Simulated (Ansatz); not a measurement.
From input file to script: Mg3TiO4 (distorted cell) in Ansatz 0.2.0.

```yaml
crystal:
  lattice:
    - [4.31366, 0.0, 0.0]
    - [0.0, 4.31366, 0.0]
    - [0.0, 0.0, 4.31366]
  atoms:
    - { symbol: Mg, position: [0.94797, 0.52186, 0.50011] }
    - { symbol: Mg, position: [0.47744, 0.98099, 0.49607] }
    - { symbol: Mg, position: [0.5279, 0.47854, 0.967] }
    - { symbol: Ti, position: [0.96216, 0.99792, 0.02905] }
    - { symbol: O, position: [0.47606, 0.98886, 0.00255] }
    - { symbol: O, position: [0.47602, 0.47393, 0.51703] }
    - { symbol: O, position: [0.97864, 0.01418, 0.46839] }
    - { symbol: O, position: [0.97269, 0.49207, 0.0033] }
basis:
  ecutwfc: 550.0
kpoints:
  mp_grid: { grid: [4, 4, 4] }
hamiltonian:
  xc: pbe
  pseudopotentials: { kind: paw }
scf:
  occupations: { method: methfessel_paxton, width: 0.1 }
output:
  dos: { de: 0.1, projected: true }
```

The program run on that file:
```console
$ ansatz run input.yaml --threads 1 --pin off --max-ram 3072MiB --backend cpu --events-out ev --progress --plain --runs-dir out
Engine: ansatz 0.2.0, aarch64-unknown-linux-gnu
Pseudopotentials: kind: paw
Pseudopotential: Mg, paw, valence charge 10, recommended cutoff 420 eV (normal), Mg.paw.azcp
Pseudopotential: Ti, paw, valence charge 12, recommended cutoff 420 eV (normal), Ti.paw.azcp
Pseudopotential: O, paw, valence charge 6, recommended cutoff 420 eV (normal), O.paw.azcp
Functional definition: PBE
  parameter kappa = 0.804
  parameter beta = 0.06672455060314922
  exchange = pbe_x(kappa = kappa, mu = beta*pi^2/3)
  correlation = pbe_c(beta = beta)
Crystal: 8 atoms, lattice volume = 80.267 Å³
Basis set: ecut = 550 eV, 2373 PW (Γ)
Bands: 41, of which v1, the nominal top of the filled ones, is band 33 counted from 1 (32 counted from 0)
Symmetry: 1 space group operations
Space group: P1 (ITA 1), of the structure as read, at distance tolerance 4.3e-5 Å
k-points: 36 of 64 (time reversal used)
Non-local potential: Mg, projectors of the file, l = 0: 3, l = 1: 2, l = 2: 1
Non-local potential: Ti, projectors of the file, l = 0: 3, l = 1: 2, l = 2: 3, l = 3: 1
Non-local potential: O, projectors of the file, l = 0: 2, l = 1: 2, l = 2: 1
PAW form: soft (Blöchl's): semilocal exchange-correlation on the pseudo side does not see the compensation charge
PAW one-centre angular grid: Mg, 110 points (default); XC on 64 Gauss nodes
PAW one-centre angular grid: Ti, 590 points (default); XC on 64 Gauss nodes
PAW one-centre angular grid: O, 110 points (default); XC on 64 Gauss nodes
Initial density: superposition of atomic densities (neutral atoms: chi_scale 0, normalization atom), corrected by the library's trained network
Initial wavefunctions: pseudopotential atomic-orbital guess
Functional: x = pbe(κ = 0.804, μ = 0.2195149727645171), c = pbe(β = 0.06672455060314922)
SCF iter   1: F=—  HF=-10549.400831 eV  |F-HF|=—  |Δ(HF+E_count)|=         —  Δρ=1.32e-2  dr2=2.34e-1  ethr=1.77e-3  ⟨swp⟩=5.9  Hψ=5943  notcnv=0
preconditioner: auto → Kerker (q_TF=auto, 2.641 Å⁻¹)  [metal: Δε(μ)=0.026 eV  Ē_g=12.486 eV  σ=0.100 eV  W_gap=0.21  n_scr=26 (ndim 8)  ℏωp=24.2 eV  f_vac=0.000  D(μ)=1.76/eV (n_scr^D=6)]
SCF iter   2: F=—  HF=-10549.353635 eV  |F-HF|=—  |Δ(HF+E_count)|=   4.72e-2  S|Δr|=    0.00e0  Δρ=5.03e-3  dr2=4.78e-2  ethr=3.54e-4  ⟨swp⟩=2.0  Hψ=2070  notcnv=0  defer=70
SCF iter   3: F=—  HF=-10549.342362 eV  |F-HF|=—  |Δ(HF+E_count)|=   1.13e-2  S|Δr|=    0.00e0  Δρ=2.66e-3  dr2=1.75e-2  ethr=7.24e-5  ⟨swp⟩=1.9  Hψ=1489  notcnv=0  defer=70
SCF iter   4: F=—  HF=-10549.337192 eV  |F-HF|=—  |Δ(HF+E_count)|=   5.17e-3  S|Δr|=    0.00e0  Δρ=1.35e-3  dr2=1.99e-3  ethr=2.65e-5  ⟨swp⟩=2.2  Hψ=1960  notcnv=0  defer=70
SCF iter   5: F=—  HF=-10549.336700 eV  |F-HF|=—  |Δ(HF+E_count)|=   4.92e-4  S|Δr|=    0.00e0  Δρ=5.36e-4  dr2=5.47e-4  ethr=3.01e-6  ⟨swp⟩=2.2  Hψ=2172  notcnv=0  defer=70
SCF iter   6: F=—  HF=-10549.336592 eV  |F-HF|=—  |Δ(HF+E_count)|=   1.08e-4  S|Δr|=    0.00e0  Δρ=2.19e-4  dr2=5.56e-5  ethr=8.28e-7  ⟨swp⟩=2.0  Hψ=1772  notcnv=0  defer=70
SCF iter   7: F=—  HF=-10549.336583 eV  |F-HF|=—  |Δ(HF+E_count)|=   8.62e-6  S|Δr|=    0.00e0  Δρ=6.20e-5  dr2=2.59e-6  ethr=8.43e-8  ⟨swp⟩=2.0  Hψ=2049  notcnv=0  defer=70
SCF iter   8: F=—  HF=-10549.336583 eV  |F-HF|=—  |Δ(HF+E_count)|=   2.01e-7  S|Δr|=    0.00e0  Δρ=1.60e-5  dr2=3.70e-7  ethr=3.93e-9  ⟨swp⟩=2.1  Hψ=2195  notcnv=0  defer=70
SCF iter   9: F=-10549.336583 eV  HF=-10549.336583 eV  |F-HF|=6.74e-8  |Δ(HF+E_count)|=   4.97e-8  S|Δr|=    0.00e0  Δρ=7.49e-6  dr2=8.72e-8  ethr=1.52e-10  ⟨swp⟩=8.3  Hψ=4229  notcnv=0
SCF 1 converged in 9 iterations: F = -10549.336583 eV  dr2 = 8.72e-8
  greatest PAW one-centre occupation: 1.000 electrons in one spin orbital (limit 2), on the Mg atom at site 2 (counted from 0), in its partial waves of l = 0
SCF converged after 9 iterations
Stability not checked: this state was not tested for a lower state beside it, because cold or Methfessel-Paxton smearing, or corrected tetrahedra, fill the levels in a way that the test cannot read (fill_not_monotonic; see scf.lower_state_search)
Free energy (F): -10549.336583 eV
Harris-Foulkes:  -10549.336583 eV  (|F-HF|=6.74e-8)
Internal energy: -10549.340769 eV  (E = F + TS)
E sigma→0 (E₀):  -10549.337629 eV
Entropy (-TS):   0.004186 eV (0.523 meV/atom)
Fermi energy:    13.662620 eV
--- Per-component energies (eV) ---
  E_band       = -1032.598307
  E_kinetic    = 1216.274652
  E_local      = -5976.623522  (includes V_loc(G=0)·N_el)
  E_nonlocal   = 487.818971
  E_hartree    = 2129.077845
  E_xc         = -486.627976
  E_vxc        = -620.355755  (∫ρ·V_xc dr)
  E_paw        = -2557.984448  (= ΣΔE_a)
  E_vpaw       = -397.871535  (= ΣTr[D̂ρ^β])
  E_aug_tail   = 0.002527  (compensation charges beyond the density's cutoff)
  E_ewald      = -5361.278817
  E_smearing   = 0.004186  (= −TS)
  E_closure    = 0.000000  (closes the sum)
  Σ components = -10549.336583   (vs F -10549.336583, Δ=0.00e0)
--- Band table (eV; the first three rows and the last of 36) ---
  k-point 0: bands = ["-64.2050", "-64.1745", "-63.9111", "-44.1774", "-30.9794", "-30.9736", "-30.9640", "-30.9358", "-30.9316", "-30.9237", "-30.6874", "-30.6745", "-30.6595", "-20.6785", "-20.5522", "-20.5422", "-8.5869", "-7.5963", "-7.4922", "-7.1619", "4.7785", "4.8097", "4.8722", "6.8106", "6.8246", "6.9233", "7.2779", "7.3307", "7.4044", "8.1290", "8.1485", "8.1829", "12.6252", "12.6970", "12.8647", "12.9277", "14.8985", "15.0059", "17.5527", "17.6835", "19.2713"]
  k-point 1: bands = ["-64.2049", "-64.1745", "-63.9112", "-44.1772", "-30.9792", "-30.9738", "-30.9641", "-30.9358", "-30.9320", "-30.9234", "-30.6880", "-30.6749", "-30.6601", "-20.6973", "-20.5518", "-20.5419", "-8.3835", "-7.6210", "-7.4675", "-7.1912", "4.9515", "4.9944", "5.0378", "6.4706", "6.4922", "6.7063", "6.7236", "7.2776", "7.3148", "7.3775", "7.9723", "8.0027", "12.7844", "13.4717", "13.5238", "13.7094", "14.9333", "15.6399", "17.6592", "18.4403", "19.0730"]
  k-point 2: bands = ["-64.2049", "-64.1745", "-63.9112", "-44.1771", "-30.9791", "-30.9739", "-30.9643", "-30.9358", "-30.9324", "-30.9231", "-30.6885", "-30.6753", "-30.6605", "-20.7160", "-20.5514", "-20.5415", "-7.9943", "-7.8812", "-7.4452", "-7.1651", "5.2724", "5.3375", "5.4290", "5.8907", "5.9751", "6.0028", "6.5084", "6.6288", "7.4671", "7.5068", "7.6996", "7.7391", "12.8783", "14.1114", "14.1775", "14.9491", "15.2065", "15.6477", "17.3017", "18.7995", "19.5259"]
  k-point 35: bands = ["-64.2047", "-64.1746", "-63.9112", "-44.1762", "-30.9864", "-30.9777", "-30.9675", "-30.9348", "-30.9342", "-30.9187", "-30.6875", "-30.6751", "-30.6595", "-20.7113", "-20.5853", "-20.5754", "-7.5249", "-7.4254", "-7.3402", "-7.3302", "3.7348", "3.7547", "3.9419", "4.7405", "6.2069", "6.3706", "7.4770", "7.5050", "7.6391", "7.6788", "7.7061", "7.7567", "14.6088", "14.7451", "14.7962", "15.7457", "15.8403", "16.2869", "16.4214", "17.3953", "17.9545"]
```

`scf_mg3tio4.py`:
```python
"""Self-consistent field of Mg3TiO4 at the given structure, atoms off their sites."""

import warnings

import ansatz as az
import numpy as np
from pymatgen.core import Structure
from pymatgen.symmetry.analyzer import SpacegroupAnalyzer

config = {
    "functional": "PBE",
    "cutoff_ev": 550,
    "kgrid": (4, 4, 4),
    "smearing": "methfessel_paxton",
    "smearing_width": 0.1,
}

warnings.simplefilter("ignore", az.DeckWarning)

vectors = np.array([
    [4.31366, 0.0, 0.0],
    [0.0, 4.31366, 0.0],
    [0.0, 0.0, 4.31366],
])
xtal = (
    az.Lattice.of(vectors)
    .atom("Mg", (0.94797, 0.52186, 0.50011))
    .atom("Mg", (0.47744, 0.98099, 0.49607))
    .atom("Mg", (0.5279, 0.47854, 0.967))
    .atom("Ti", (0.96216, 0.99792, 0.02905))
    .atom("O", (0.47606, 0.98886, 0.00255))
    .atom("O", (0.47602, 0.47393, 0.51703))
    .atom("O", (0.97864, 0.01418, 0.46839))
    .atom("O", (0.97269, 0.49207, 0.0033))
)

# settings of the run
calculation = (
    xtal.calculation()
    .functional(config["functional"])
    .pseudopotentials("paw")
    .basis(config["cutoff_ev"])
    .kpoints(*config["kgrid"])
    .occupations(config["smearing"], width=config["smearing_width"])
    .density_of_states(energy_step=0.1, projected=True)
)
done = calculation.run(threads=1, pin="off")
report = done.report

for key in ("converged", "n_iterations", "n_electrons", "n_kpoints", "n_pw", "n_symmetry_ops", "free_energy_ev", "fermi_energy_ev"):
    print(f"{key:18s} {report[key]}")

# first and second moments of the projected d states
dos = done.density_of_states()
energy = np.asarray(dos.energies_ev) - dos.fermi_ev
window = (energy > -10) & (energy < 3)
for index, site in enumerate(done.projected_density_of_states().sites):
    for shell in site.shells:
        if shell.l == 2:
            g = sum(np.sum(part.g_bin_mean_per_ev, axis=0) for part in shell.curves)[window]
            if g.sum() > 1e-6:
                centre = (g * energy[window]).sum() / g.sum()
                width = np.sqrt((g * (energy[window] - centre) ** 2).sum() / g.sum())
                print(f"site {index} {site.species} {shell.label}: centre {centre:.3f} eV, rms width {width:.3f} eV")

final = Structure(done.lattice.cell_ang, [s.symbol for s in done.lattice.sites], [s.position_frac for s in done.lattice.sites])
analyser = SpacegroupAnalyzer(final, symprec=0.01)
standard = analyser.get_conventional_standard_structure()
print(analyser.get_crystal_system(), analyser.get_space_group_symbol(), len(standard), "atoms in the conventional cell")
print("a b c (A):", [round(x, 4) for x in standard.lattice.abc], " angles:", [round(x, 2) for x in standard.lattice.angles])
print(f"mass density {float(final.density):.3f} g/cm^3")
```

```console
$ python scf_mg3tio4.py
converged          True
n_iterations       9
n_electrons        66.0
n_kpoints          36
n_pw               2373
n_symmetry_ops     1
free_energy_ev     -10549.33658290672
fermi_energy_ev    13.66261964973743
site 3 Ti 3D: centre -0.255 eV, rms width 2.937 eV
triclinic P1 8 atoms in the conventional cell
a b c (A): [4.3137, 4.3137, 4.3137]  angles: [90.0, 90.0, 90.0]
mass density 3.823 g/cm^3
```

Caveats:
- Absolute energies stand on the zero of these potentials, so only differences at equal settings mean something. A total without «per atom» is that of the cell as typed.
- Spin is left out of this run.
- The mesh is modest for a metal, so energies can be off by several to tens of meV an atom and pressures by half a GPa or more; differences at equal mesh fare better.
- The zero of the levels is a convention of the potentials, so an absolute Fermi energy is no work function.
- Projections exist only for the shells that the potentials hold, some of them semicore, and samples at single energies can miss narrow peaks.
- The cell is a database structure, distorted on purpose.
- The computed bands are complete only to about 4.0 eV above the Fermi level; beyond that the density of states is undercounted.
- A band centre counts only the states inside the window taken.
- The whole script took 16 s on 1 thread of Arm Neoverse V2 (shared host), peak memory 0.5 GiB.

(Lines on the test bed's own set-up are left out of the output.)
